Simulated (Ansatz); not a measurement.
**B₁₀: small, medium and large basis sets**

The task here is to estimate one member of a computed series from the others.

Program: Ansatz 0.2.0, Gaussian basis. Level of theory: one geometry, several basis sets. These are calculated values, not measurements.

The runs, in order: PBE0-D4/def2-SVP; ωB97M-V/def2-SVP; PBE0-D4/def2-QZVPP; ωB97M-V/def2-QZVPP; the functionals' def2-TZVPP values are taken from earlier runs.

1 further run of the same task is left out (it didn't finish). Runs told in other sessions of the task aren't counted.

### The geometry

All runs share one geometry, relaxed beforehand with PBE0-D4 in a triple-zeta def2 set.

SMILES `[B][B][B][B][B][B][B][B][B][B]`, 10 atoms, charge 0, spin multiplicity 1.

Atoms are counted from 1 here; the program's logs count them from 0.

Bond lengths: B1–B2 1.668 Å, B2–B3 1.543 Å, B3–B4 1.526 Å, B4–B5 1.546 Å, B5–B6 1.563 Å, B6–B7 1.546 Å, B7–B8 1.526 Å, B8–B9 1.543 Å, B9–B10 1.668 Å. Angles: B1–B2–B3 151.4°, B2–B3–B4 175.9°, B3–B4–B5 179.4°, B4–B5–B6 179.7°, B5–B6–B7 179.8°, B6–B7–B8 179.5°, B7–B8–B9 175.9°, B8–B9–B10 151.4°.

Set-up of the first run:

File in.yaml:

```yaml
crystal:
  periodic: [false, false, false]
  atoms:
    - {symbol: B, position_ang: [-1.826664, 3.737840, -5.539360]}
    - {symbol: B, position_ang: [-1.452388, 3.367843, -3.956506]}
    - {symbol: B, position_ang: [-1.022037, 2.366554, -2.864067]}
    - {symbol: B, position_ang: [-0.599636, 1.458654, -1.712987]}
    - {symbol: B, position_ang: [-0.169114, 0.527746, -0.556415]}
    - {symbol: B, position_ang: [0.269932, -0.416881, 0.608328]}
    - {symbol: B, position_ang: [0.698654, -1.349892, 1.763879]}
    - {symbol: B, position_ang: [1.107754, -2.272615, 2.907957]}
    - {symbol: B, position_ang: [1.625875, -3.177993, 4.045081]}
    - {symbol: B, position_ang: [1.367624, -4.241237, 5.304089]}
basis:
  gaussian: {orbitals: def2-SVP}
hamiltonian: {xc: pbe0, dispersion: d4}
output: {orbitals: {seedname: orbitals}}
```

Launch:

```sh
> ansatz run in.yaml --threads 4 --pin off --events-out ev --progress --plain --max-ram 10444MiB
```

Among the steps run: PBE0-D4 in def2-SVP; ωB97M-V in def2-SVP; PBE0-D4 in def2-QZVPP; ωB97M-V in def2-QZVPP.

One table of the session follows, with a row left open; its other results are not shown here.

It belongs to the step «Density functionals: the series». 

```
functional       basis  HOMO (eV)  LUMO (eV)
   PBE0-D4    def2-SVP      -6.56      -5.36
   PBE0-D4  def2-TZVPP      -6.60      -5.36
   PBE0-D4  def2-QZVPP      -6.60      -5.37
   ωB97M-V    def2-SVP      -8.44      -3.48
   ωB97M-V  def2-TZVPP          ?          ?
   ωB97M-V  def2-QZVPP      -8.51      -3.53
```

Estimate the missing values for ωB97M-V, def2-TZVPP.

The run gave: HOMO (eV): -8.50; LUMO (eV): -3.53. In the column «HOMO (eV)» it lies between ωB97M-V, def2-QZVPP (-8.51) and ωB97M-V, def2-SVP (-8.44).
